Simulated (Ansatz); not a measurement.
Working through energies of removing a hydrogen of C₂H₇ClSi₂, SMILES [SiH3]/C=C(/[SiH3])Cl

Computed with the Python package of Ansatz (0.2.0).

Notebook, run cell by cell (the value of a cell's last expression is shown):

**Cell 1**
```python
from dataclasses import dataclass

import ansatz
```

**Cell 2**
```python
@dataclass(frozen=True)
class Options:
    basis_set: str = "6-31G*"
    functional: str = "r2scan"
```

**Cell 3**
```python
settings = Options()
```

**Cell 4**
```python
def energy(molecule, charge=0, unpaired=0):
    calc = (
        molecule.calculation()
        .basis(gaussian=settings.basis_set)
        .functional(settings.functional)
    )
    if charge:
        calc = calc.charge(charge)
    if unpaired:
        calc = calc.spin("collinear", total=unpaired)
    report = calc.run().report
    if report["published_state_doubts"]:
        print("  doubts:", report["published_state_doubts"])
    return report["free_energy_ev"]
```

**Cell 5**
```python
GEOMETRY = """
Si    2.29850    0.11780    0.12130
C     0.52470   -0.32960    0.01170
C    -0.57000    0.45750   -0.00830
Si   -2.30530   -0.27250   -0.12860
Cl   -0.43240    2.20930    0.07710
H     2.69760    0.94870   -1.04110
H     2.57500    0.84010    1.38720
H     3.10350   -1.12850    0.10620
H     0.41250   -1.40890   -0.04230
H    -3.10390    0.10680    1.06540
H    -2.21850   -1.75640   -0.19080
H    -2.98170    0.21560   -1.35790
"""

def without(molecule, index):
    rest = ansatz.Crystal.molecule()
    for i, site in enumerate(molecule.cartesian_sites):
        if i != index:
            rest = rest.atom(site.symbol, site.position_ang)
    return rest

mol = ansatz.Crystal.molecule()
for line in GEOMETRY.strip().splitlines():
    symbol, *xyz = line.split()
    mol = mol.atom(symbol, [float(v) for v in xyz])
```

**Cell 6**
```python
whole = energy(mol, 0)
hydrogen = energy(ansatz.Crystal.molecule().atom("H", (0, 0, 0)), 0, 1)
print(f"E(molecule) = {whole:.5f} eV, E(H) = {hydrogen:.5f} eV")
for index in [11, 8]:
    radical = energy(without(mol, index), 0, 1)
    print(f"H{index}: homolysis {(radical + hydrogen - whole):.3f} eV")
```
Output:
```text
E(molecule) = -30459.87485 eV, E(H) = -13.55744 eV
H11: homolysis 3.932 eV
H8: homolysis 4.561 eV
```

Notes:
- Total energies depend on the basis set; only differences at equal settings carry meaning.
- The geometry is a force-field or estimated start, not a minimum of this method, and the basis set is short of its limit. All parts are taken at fixed geometry, without zero-point energy.
- Hardware and time: 41 s on 1 thread of Arm Neoverse V2, on a shared host, peak memory 0.29 GiB.

(Lines on the test bed's own set-up are left out of the output.)
